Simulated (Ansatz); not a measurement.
**CH8O4Si2: one species, many methods**

An exercise on one series of results from a longer session: the logs are not shown, and one member is left open.

Program: Ansatz 0.2.0, Gaussian basis. Level of theory: functionals in def2-TZVPP, the program's frozen cores in correlated methods. These are calculated values, not measurements.

The runs, in order: PBE-D4, r2SCAN-D4, PBE0-D4, B3LYP-D4, ωB97X-V, ωB97M-V, B2PLYP; CCSD(T)/def2-TZVPP; MP2/def2-QZVPP; extrapolation to the limit.

## The geometry

The geometry comes from an earlier relaxation with PBE0-D4 in a triple-zeta def2 set; it is a stationary point, not always the lowest conformer.

SMILES `CO[SiH](O)[SiH](O)O`, 15 atoms, charge 0, spin multiplicity 1.

Atoms are counted from 1 here; the program's logs count them from 0.

Bond lengths: C1–O2 1.411 Å, C1–H8 1.095 Å, C1–H9 1.091 Å, C1–H10 1.097 Å, O2–Si3 1.644 Å, Si3–O4 1.642 Å, Si3–Si5 2.346 Å, Si3–H11 1.497 Å, O4–H12 0.959 Å, Si5–O6 1.651 Å, Si5–O7 1.645 Å, Si5–H13 1.496 Å, O6–H14 0.958 Å, O7–H15 0.959 Å. Angles: O2–C1–H8 111.4°, O2–C1–H9 108.2°, O2–C1–H10 111.4°, H8–C1–H9 108.8°, H8–C1–H10 108.5°, H9–C1–H10 108.6°, C1–O2–Si3 123.0°, O2–Si3–O4 108.3°, O2–Si3–Si5 112.2°, O2–Si3–H11 107.2°, O4–Si3–Si5 105.2°, O4–Si3–H11 111.3°, Si5–Si3–H11 112.5°, Si3–O4–H12 117.7°, Si3–Si5–O6 113.4°, Si3–Si5–O7 103.6°, Si3–Si5–H13 112.9°, O6–Si5–O7 108.3° and more.

Coordinates:

```csv
atom,x (Å),y (Å),z (Å)
C1,1.5011,1.7414,-0.8678
O2,0.2743,1.1804,-1.2799
Si3,-0.1511,-0.3750,-0.9584
O4,-1.4547,-0.7554,-1.8822
Si5,-0.8631,-0.6577,1.2593
O6,-1.0503,-2.2408,1.6911
O7,0.3695,-0.0229,2.1455
H8,1.5478,1.8411,0.2214
H9,1.5894,2.7324,-1.3159
H10,2.3512,1.1323,-1.1975
H11,1.0258,-1.2357,-1.2966
H12,-1.3581,-0.6961,-2.8343
H13,-2.1541,0.0399,1.5505
H14,-1.9399,-2.5955,1.6643
H15,0.3123,-0.0885,3.1007
```

The first run:

in.yaml

```yaml
crystal:
  periodic: [false, false, false]
  atoms:
    - {symbol: C, position_ang: [1.501109, 1.741384, -0.867804]}
    - {symbol: O, position_ang: [0.274326, 1.180381, -1.279948]}
    - {symbol: Si, position_ang: [-0.151101, -0.374993, -0.958365]}
    - {symbol: O, position_ang: [-1.454735, -0.755391, -1.882174]}
    - {symbol: Si, position_ang: [-0.863107, -0.657729, 1.259314]}
    - {symbol: O, position_ang: [-1.050348, -2.240760, 1.691052]}
    - {symbol: O, position_ang: [0.369463, -0.022900, 2.145467]}
    - {symbol: H, position_ang: [1.547824, 1.841141, 0.221366]}
    - {symbol: H, position_ang: [1.589414, 2.732443, -1.315923]}
    - {symbol: H, position_ang: [2.351176, 1.132304, -1.197535]}
    - {symbol: H, position_ang: [1.025774, -1.235708, -1.296622]}
    - {symbol: H, position_ang: [-1.358124, -0.696076, -2.834341]}
    - {symbol: H, position_ang: [-2.154071, 0.039901, 1.550488]}
    - {symbol: H, position_ang: [-1.939871, -2.595540, 1.664311]}
    - {symbol: H, position_ang: [0.312281, -0.088466, 3.100725]}
basis:
  gaussian: {orbitals: def2-TZVPP}
hamiltonian: {xc: pbe, dispersion: d4}
output: {forces: true, orbitals: {seedname: orbitals}}
```

Launch:

```bash
$ ansatz run in.yaml --threads 2 --pin off --events-out ev --progress --plain --max-ram 32768MiB --backend cuda --devices 0, --max-vram 18GiB
```

Among the steps run: PBE-D4 (GGA); r2SCAN-D4 (meta-GGA); PBE0-D4 (hybrid); B3LYP-D4 (hybrid); ωB97X-V (range-separated); ωB97M-V (range-separated); B2PLYP (double hybrid); CCSD(T) in def2-TZVPP; MP2 in def2-QZVPP.

One table of the session follows, with a row left open; its other results are not shown here.

It belongs to the step «Atomisation energies». 

```
            method  atomisation energy (kJ/mol)
            PBE-D4                       5806.6
         r2SCAN-D4                       5747.2
           PBE0-D4                       5684.5
          B3LYP-D4                            ?
           ωB97X-V                       5761.5
           ωB97M-V                       5756.4
            B2PLYP                       5673.5
     HF/def2-TZVPP                       4093.3
    MP2/def2-TZVPP                       5725.3
   CCSD/def2-TZVPP                       5512.1
CCSD(T)/def2-TZVPP                       5596.4
           MP2/CBS                       5903.8
       CCSD(T)/CBS                       5774.9
```

Estimate the missing values for B3LYP-D4.

**Answer.** atomisation energy (kJ/mol): 5720.9. In the column «atomisation energy (kJ/mol)» it lies between PBE0-D4 (5684.5) and MP2/def2-TZVPP (5725.3).
